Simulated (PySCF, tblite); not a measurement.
# C₅H₁₄BNSi: geometry, infrared bands and NMR shifts

Wanted: the infrared bands and NMR shifts of C₅H₁₄BNSi (`[BH3-][N@+]1(C)CC(=C)C[SiH2]1`), by calculation.

Programs: tblite 0.8.0 and PySCF 2.14.0, with density-fitted response routines of our own. Each step states its level of theory. These are calculated values for one molecule in the gas phase, unless marked as measured. Atoms are numbered from 0 throughout.

## (1) The molecule as given

22 atoms, charge 0, multiplicity 1; geometry from: force field or distance geometry start.

Bonds of the start (Å): B0–N1 1.54, N1–C2 1.42, N1–C3 1.43, C3–C4 1.49, C4–C5 1.35, C4–C6 1.48, C6–Si7 1.88, Si7–N1 1.83, B0–H8 1.18, B0–H9 1.20, B0–H10 1.20, C2–H11 1.12, C2–H12 1.14, C2–H13 1.10, C3–H14 1.11, C3–H15 1.12, C5–H16 1.11, C5–H17 1.08, C6–H18 1.10, C6–H19 1.12, Si7–H20 1.46, Si7–H21 1.45.

## (2) Relaxing the molecule with GFN2-xTB

The job: settings as JSON, then the geometry in Å.

```
{"job": {"kind": "relax", "xc": "GFN2-xTB", "basis": "xTB"}, "charge": 0, "multiplicity": 1}
B     -1.628800    -1.210300    -0.580800
N     -0.825400    -0.006500    -0.068400
C     -1.703300     1.075300     0.206700
C      0.218300     0.248800    -1.009600
C      1.527000     0.327400    -0.308900
C      2.480000     1.250900    -0.554000
C      1.687000    -0.747000     0.696900
Si    -0.016300    -0.582000     1.463400
H     -1.015800    -1.896200    -1.314500
H     -2.534300    -0.730000    -1.213000
H     -2.147600    -1.833900     0.300100
H     -1.482900     1.425700     1.250300
H     -2.768600     0.674000     0.274000
H     -1.621900     1.895600    -0.521500
H      0.028400     1.139300    -1.650900
H      0.272500    -0.665600    -1.651900
H      3.427000     1.219400     0.028500
H      2.337400     2.018600    -1.298600
H      1.790600    -1.690400     0.146800
H      2.509700    -0.536100     1.419400
H      0.011000     0.489900     2.458200
H     -0.554500    -1.847500     1.927000
```

The run is started by

```console
$ OMP_NUM_THREADS=1 python probes_run.py task.json out
```

The driver reads the jobs from task.json and runs them one after another.

**Question.** This job is followed by: GFN2-xTB harmonic vibrations, gas phase; GIAO PBE0/pcSseg-1 NMR shielding, non-relativistic, gas phase. What will the session give for the following? strongest single infrared mode (GFN2-xTB); zero-point energy (GFN2-xTB); ¹³C shifts against TMS (PBE0/pcSseg-1); ¹H shifts against TMS (PBE0/pcSseg-1, means over atoms taken as alike); ¹¹B shifts against BF3·OEt2 (PBE0/pcSseg-1); ¹⁵N shifts against NH3 (PBE0/pcSseg-1); ²⁹Si shifts against TMS (PBE0/pcSseg-1).

The runs gave:

```
                                                              quantity                                                           value
                             strongest single infrared mode (GFN2-xTB)                                           2388 cm⁻¹, 399 km/mol
                                          zero-point energy (GFN2-xTB)                                                  112.6 kcal/mol
                                ¹³C shifts against TMS (PBE0/pcSseg-1)                              153.6, 119.6, 71.3, 47.4, 19.1 ppm
¹H shifts against TMS (PBE0/pcSseg-1, means over atoms taken as alike)  5.50, 5.39, 5.06, 4.61, 3.85, 2.97, 2.47, 2.21, 2.12, 1.90 ppm
                           ¹¹B shifts against BF3·OEt2 (PBE0/pcSseg-1)                                                       -16.2 ppm
                                ¹⁵N shifts against NH3 (PBE0/pcSseg-1)                                                        46.2 ppm
                               ²⁹Si shifts against TMS (PBE0/pcSseg-1)                                                        12.4 ppm
```

Relaxing lowered the energy by 1.112 eV in 157 steps; the close pair that moved most is B0–N1, from 1.535 to 1.639 Å. No mode is imaginary among the 60: a minimum at this level. The strongest single mode, at 2388 cm⁻¹, moves mainly H8 and H10. Unscaled tight-binding wavenumbers are off by several per cent, some by more. Its intensities can rank the bands wrongly. C4 (fully substituted alkene carbon) lies farthest downfield among carbon, at 153.6 ppm; the olefinic region. At PBE0/pcSseg-1: The widest tensor belongs to C4: span 215 ppm, with a paramagnetic part of -232 ppm.
